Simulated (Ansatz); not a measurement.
# TiPd: the cost of one run

Method: DFT PBEsol, with the methods named in each step, in Ansatz 0.2.0.

### 1 Starting point

Symmetry: Pm-3m, No. 221, cubic system. The conventional cell has a = 3.180 Å, b = 3.180 Å, c = 3.180 Å, α = 90.00°, β = 90.00°, γ = 90.00°. Around Ti (site symmetry m-3m) lie 8 Pd at 2.75 Å. Pd (site symmetry m-3m) has 8 Ti at 2.75 Å as nearest neighbours.

Structure file:

```cif
data_structure
_symmetry_space_group_name_H-M 'Pm-3m'
_symmetry_Int_Tables_number 221
_cell_length_a 3.1800
_cell_length_b 3.1800
_cell_length_c 3.1800
_cell_angle_alpha 90.000
_cell_angle_beta 90.000
_cell_angle_gamma 90.000
_cell_volume 32.16
loop_
_atom_site_label
_atom_site_type_symbol
_atom_site_symmetry_multiplicity
_atom_site_Wyckoff_symbol
_atom_site_fract_x
_atom_site_fract_y
_atom_site_fract_z
_atom_site_occupancy
Ti1 Ti 1 b 0.50000 0.50000 0.50000 1
Pd1 Pd 1 a 0.00000 0.00000 0.00000 1
```

The file gives the conventional cell by its symmetry; the runs use the cell typed in the input.

Atoms are numbered in the order of the input: Ti1, Pd2.

### 2 Free moments, LAPW

Contents of input.yaml:

```yaml
crystal:
  lattice:
    - [3.18, 0.0, 0.0]
    - [0.0, 3.18, 0.0]
    - [0.0, 0.0, 3.18]
  atoms:
    - { symbol: Ti, position: [0.5, 0.5, 0.5], spin: 1.0 }
    - { symbol: Pd, position: [0.0, 0.0, 0.0], spin: 0.6 }
magnetization:
  spin_polarized: true
kpoints:
  mp_grid: { grid: [10, 10, 10] }
scf:
  occupations: { method: fermi_dirac, width: 0.05 }
  lower_state_search: "off"
hamiltonian:
  xc: pbesol
  pseudopotentials: { kind: all_electron, lapw: { basis_error: 0.001 } }
output:
  forces: true
  stress: true
  eigenvalues: false
  populations: true
  dos: { projected: true, de: 0.1, e_range: [-8, 5] }
```

On the command line:

```console
$ ansatz run input.yaml --threads 1 --pin off --max-ram 3072MiB --backend cpu --events-out ev --progress --plain --runs-dir out
```

What time and memory should one allow on 1 thread of Arm Neoverse V1, shared host?

About 50 s, with a peak of 0.48 GiB.
